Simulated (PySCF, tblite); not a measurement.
# C6H11BFN: geometry, infrared bands and NMR shifts

Wanted: the infrared bands and NMR shifts of C6H11BFN (`C#C[C@H]([BH2-][NH2+]C)/C=C\F`), by calculation.

Computed with tblite 0.8.0 and PySCF 2.14.0, with density-fitted response routines of our own, on a single molecule in the gas phase. Atoms are numbered from 0 throughout.

### 1 Starting geometry

20 atoms, charge 0, multiplicity 1; geometry from: force field or distance geometry start.

Bonds of the start (Å): C0–C1 1.20, C1–C2 1.49, C2–B3 1.59, B3–N4 1.54, N4–C5 1.44, C2–C6 1.47, C6–C7 1.33, C7–F8 1.35, C0–H9 1.06, C2–H10 1.11, B3–H11 1.17, B3–H12 1.19, N4–H13 1.07, N4–H14 1.04, C5–H15 1.10, C5–H16 1.13, C5–H17 1.10, C6–H18 1.10, C7–H19 1.10.

### 2 Relaxing the molecule with GFN2-xTB

What the job is given:

```
{"job": {"kind": "relax", "xc": "GFN2-xTB", "basis": "xTB"}, "charge": 0, "multiplicity": 1}
C     -1.430200     2.874700    -1.453000
C     -1.195900     1.868800    -0.835400
C     -0.895100     0.638300    -0.055800
B      0.460600     0.008100    -0.588700
N      1.532700     0.097500     0.520100
C      2.391600    -1.057300     0.427800
C     -2.054700    -0.266900    -0.134600
C     -2.013700    -1.560900     0.163100
F     -0.872000    -2.168100     0.558000
H     -1.645200     3.756100    -2.002500
H     -0.743400     0.986000     0.983200
H      0.354900    -1.073300    -1.035800
H      0.807800     0.729900    -1.467200
H      2.156700     0.926200     0.268300
H      1.127900     0.267600     1.460200
H      2.569900    -1.329600    -0.627800
H      3.408900    -0.779800     0.822800
H      2.006600    -1.943300     0.961200
H     -3.021200     0.158400    -0.443300
H     -2.951300    -2.121600     0.066600
```

Run with:

```
$ OMP_NUM_THREADS=1 python probes_run.py task.json out
```

The driver reads the jobs from task.json and runs them one after another.

**Question.** This job is followed by: GFN2-xTB harmonic vibrations, gas phase; GIAO PBE0/pcSseg-1 NMR shielding, non-relativistic, gas phase. Predict these results of the whole session: strongest single infrared mode (GFN2-xTB); zero-point energy (GFN2-xTB); 13C shifts against TMS (PBE0/pcSseg-1); 1H shifts against TMS (PBE0/pcSseg-1, means over atoms taken as alike); 11B shifts against BF3·OEt2 (PBE0/pcSseg-1); 15N shifts against NH3 (PBE0/pcSseg-1); 19F shifts against CFCl3 (PBE0/pcSseg-1); surface potential, 1st and 99th percentile.

The runs gave:

```
                                                              quantity                                                     value
                             strongest single infrared mode (GFN2-xTB)                                     2482 cm⁻¹, 197 km/mol
                                          zero-point energy (GFN2-xTB)                                             99.6 kcal/mol
                                13C shifts against TMS (PBE0/pcSseg-1)                  151.4, 132.4, 92.8, 71.0, 32.8, 22.7 ppm
1H shifts against TMS (PBE0/pcSseg-1, means over atoms taken as alike)  6.81, 5.72, 3.20, 2.75, 2.69, 2.68, 2.20, 1.74, 1.29 ppm
                           11B shifts against BF3·OEt2 (PBE0/pcSseg-1)                                                 -16.2 ppm
                                15N shifts against NH3 (PBE0/pcSseg-1)                                                  52.6 ppm
                              19F shifts against CFCl3 (PBE0/pcSseg-1)                                                -149.5 ppm
                                 surface potential, 1st and 99th percentile                                        -1.53 V and 2.20 V
```

What this shows: The optimisation took 160 steps and gained 1.077 eV; among the close pairs (by a distance rule), B3–N4 changed most, from 1.545 to 1.630 Å. No mode is imaginary among the 54: a minimum at this level. The strongest single mode, at 2482 cm⁻¹, moves mainly H11. GFN2-xTB is a fitted tight-binding method: band positions and strengths are rough. Its intensities can rank the bands wrongly. At PBE0/pcSseg-1: The widest tensor belongs to C1: span 309 ppm, with a paramagnetic part of -161 ppm.
